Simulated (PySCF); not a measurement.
# Pd (Pd3+): the cost of one run

Programs: PySCF 2.14.0, with routines of our own; each step states its level. All values are computed. Atoms count from 0.

### 1 The starting structure

1 atom, charge 3, states of the metal's open shell are computed; geometry from: free ion.

### 2 Ligand-field states: state-averaged CASSCF

Job settings and geometry (Å):

```
{"job": {"kind": "lf", "basis": {"metal": "x2c-TZVPall", "ligand": "x2c-SVPall"}, "nevpt": true}, "charge": 3, "metal": "Pd", "open_shell": "d7"}
Pd     0.000000     0.000000     0.000000
```

Level: state-averaged CASSCF of the metal d shell, SC-NEVPT2 on the averaged canonical orbitals, state-interaction spin-orbit coupling.

Started as:

```console
$ OMP_NUM_THREADS=1 python lf_run.py task.json out
```

This one command runs all jobs of the session in turn.

Q: Estimate the wall time and peak memory of this first job on 1 thread of Arm Neoverse V1, shared host.

About 4.7 s, with a peak of 0.2 GiB.
